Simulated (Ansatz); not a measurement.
**GaNH6 (SMILES [NH3+][GaH3-]): a rigid scan of the bond length N1–H3**

How does the energy rise as the bond length N1–H3 leaves its equilibrium value, and do density functionals follow CCSD(T)? No other atom is relaxed.

Program: Ansatz 0.2.0, Gaussian basis. Level of theory: single points in def2-TZVPP. These are calculated values, not measurements.

Levels: PBE-D4, r2SCAN-D4, PBE0-D4, B3LYP-D4, wB97M-V, Hartree-Fock, MP2, CCSD, CCSD(T). The scan takes 0.892, 0.927, 0.979, 1.039, 1.106, 1.178, 1.254, 1.335, 1.419 Å.

Correlated methods freeze the cores. Filled d shells of the heavier atoms are correlated. B3LYP uses VWN-RPA correlation.

34 further runs of the same task are left out: 34 set aside as unsound or not needed.

## 1. The starting structure

SMILES `[NH3+][GaH3-]`, 8 atoms, charge 0, spin multiplicity 1.

Atoms are counted from 1 here; the program's logs count them from 0.

Bond lengths: N1–Ga2 1.890 Å, N1–H3 1.101 Å, N1–H4 1.001 Å, N1–H5 1.008 Å, Ga2–H6 1.620 Å, Ga2–H7 1.640 Å, Ga2–H8 1.591 Å. Angles: Ga2–N1–H3 109.9°, Ga2–N1–H4 109.8°, Ga2–N1–H5 114.8°, H3–N1–H4 102.4°, H3–N1–H5 109.5°, H4–N1–H5 109.6°, N1–Ga2–H6 111.3°, N1–Ga2–H7 108.8°, N1–Ga2–H8 108.9°, H6–Ga2–H7 109.2°, H6–Ga2–H8 110.9°, H7–Ga2–H8 107.7°.

Coordinates:

```mol
GaH6N
  3D, bonds by distance, orders not assigned

  8  7  0  0  0  0  0  0  0  0999 V2000
   -0.2833   -0.1914   -0.9518 N   0  0
    0.2700    0.1127    0.8291 Ga  0  0
   -0.3670    0.7664   -1.4877 H   0  0
   -1.2262   -0.5263   -0.9612 H   0  0
    0.3042   -0.8201   -1.4759 H   0  0
   -0.7109    1.1600    1.5806 H   0  0
    1.7937    0.7198    0.8118 H   0  0
    0.3118   -1.2782    1.5994 H   0  0
  1  2  8  0
  1  3  8  0
  1  4  8  0
  1  5  8  0
  2  6  8  0
  2  7  8  0
  2  8  8  0
M  END
```

## 2. A first relaxation in a small basis

File pre/in.yaml:

```yaml
crystal:
  periodic: [false, false, false]
  atoms:
    - {symbol: N, position_ang: [-0.283300, -0.191400, -0.951800]}
    - {symbol: Ga, position_ang: [0.270000, 0.112700, 0.829100]}
    - {symbol: H, position_ang: [-0.367000, 0.766400, -1.487700]}
    - {symbol: H, position_ang: [-1.226200, -0.526300, -0.961200]}
    - {symbol: H, position_ang: [0.304200, -0.820100, -1.475900]}
    - {symbol: H, position_ang: [-0.710900, 1.160000, 1.580600]}
    - {symbol: H, position_ang: [1.793700, 0.719800, 0.811800]}
    - {symbol: H, position_ang: [0.311800, -1.278200, 1.599400]}
basis:
  gaussian: {orbitals: def2-SVP}
hamiltonian: {xc: pbe, dispersion: d4}
relax: {f_tol: 0.03, max_steps: 250}
```

No record of the launch command was kept for these runs.

The runs that follow: Finding the minimum; Reference energies at the minimum; N1–H3 = 0.892 Å; N1–H3 = 0.927 Å; N1–H3 = 0.979 Å; N1–H3 = 1.039 Å; N1–H3 = 1.106 Å; N1–H3 = 1.178 Å; N1–H3 = 1.254 Å; N1–H3 = 1.335 Å; N1–H3 = 1.419 Å.

Before running it: what results should come out? Wanted: highest point, CCSD(T); lowest point, CCSD(T); minimum along the scan, CCSD(T); RMS deviation from CCSD(T); largest T1 diagnostic.

**Answer**, as computed:

| quantity | value |
| --- | --- |
| highest point, CCSD(T) | 165.1 kJ/mol at 1.419 Å |
| lowest point, CCSD(T) | 0.0 kJ/mol at 1.013 Å |
| minimum along the scan, CCSD(T) | 1.013 Å |
| curvature there | 44.9 eV/Å² |
| RMS deviation from CCSD(T) | PBE-D4 6.2, r2SCAN-D4 0.2, PBE0-D4 2.2, B3LYP-D4 0.6, wB97M-V 2.0, Hartree-Fock 15.5, MP2 3.0, CCSD 2.1 kJ/mol |
| largest T1 diagnostic | 0.013 |

**Reading.** A polynomial through the near points puts the CCSD(T) minimum at the PBE0-D4 value. The well is lopsided: squeezing costs more than stretching by the same length. Curvature against CCSD(T): PBE-D4 -5 %, Hartree-Fock +11 %. The curve of r2SCAN-D4 lies nearest to CCSD(T), that of Hartree-Fock farthest.
